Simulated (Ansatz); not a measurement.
# CH3F3O2W: the cost of one run

The runs use Ansatz 0.2.0, Gaussian basis; RKS PBE0-D4/def2-TZVP.

Plan: relaxation at PBE-D4/def2-SVP; relaxation at PBE0-D4/def2-TZVP; harmonic vibrations at the same level.

1 further run of the same task is left out (set aside as unsound or not needed). Runs told in other sessions of the task aren't counted.

### 1 The starting structure

SMILES `C[O][W](=[O])([F])([F])[F]`, 10 atoms, charge 0, spin multiplicity 1.

Atoms are counted from 1 here; the program's logs count them from 0.

Bond lengths: C1–O2 1.438 Å, C1–H8 1.093 Å, C1–H9 1.130 Å, C1–H10 1.043 Å, O2–W3 2.234 Å, W3–O4 2.109 Å, W3–F5 2.236 Å, W3–F6 2.368 Å, W3–F7 2.025 Å. Angles: O2–C1–H8 106.5°, O2–C1–H9 105.3°, O2–C1–H10 108.3°, H8–C1–H9 106.2°, H8–C1–H10 110.5°, H9–C1–H10 119.2°, C1–O2–W3 123.6°, O2–W3–O4 67.5°, O2–W3–F5 116.2°, O2–W3–F6 143.1°, O2–W3–F7 69.2°, O4–W3–F5 76.8°, O4–W3–F6 77.6°, O4–W3–F7 135.8°, F5–W3–F6 64.3°, F5–W3–F7 116.1°, F6–W3–F7 146.6°.

Coordinates:

```xyz
10
charge 0, multiplicity 1
C     0.4475   -1.8549   -0.0167
O     0.1241   -0.6442   -0.7222
W     0.0880    1.3727    0.2379
O    -1.8447    0.6614   -0.2182
F    -0.7920    3.0290   -0.9787
F    -1.3024    2.8864    1.4141
F     1.9823    0.8330   -0.2320
H    -0.4789   -2.4294    0.0561
H     0.7001   -1.5283    1.0351
H     1.1590   -2.3768   -0.5726
```

The start is a force-field geometry with small random shifts, so a cheaper pass at PBE-D4/def2-SVP comes first. W takes the def2 core potential; no spin-orbit term is included.

### 2 Relaxation at PBE-D4/def2-SVP (cheap first pass)

Input file in.yaml:

```yaml
crystal:
  periodic: [false, false, false]
  atoms:
    - {symbol: C, position_ang: [0.447500, -1.854900, -0.016700]}
    - {symbol: O, position_ang: [0.124100, -0.644200, -0.722200]}
    - {symbol: W, position_ang: [0.088000, 1.372700, 0.237900]}
    - {symbol: O, position_ang: [-1.844700, 0.661400, -0.218200]}
    - {symbol: F, position_ang: [-0.792000, 3.029000, -0.978700]}
    - {symbol: F, position_ang: [-1.302400, 2.886400, 1.414100]}
    - {symbol: F, position_ang: [1.982300, 0.833000, -0.232000]}
    - {symbol: H, position_ang: [-0.478900, -2.429400, 0.056100]}
    - {symbol: H, position_ang: [0.700100, -1.528300, 1.035100]}
    - {symbol: H, position_ang: [1.159000, -2.376800, -0.572600]}
basis:
  gaussian: {orbitals: def2-SVP}
hamiltonian: {xc: pbe, dispersion: d4}
relax: {f_tol: 0.03, max_steps: 200}
```

On the command line:

```
$ ansatz run in.yaml --threads 4 --pin off --events-out ev --progress --plain --max-ram 11315MiB
```

Q: Estimate wall time and peak memory on 4 threads of Arm Neoverse V1, shared host.

About 61 s, with a peak of 0.3 GiB.
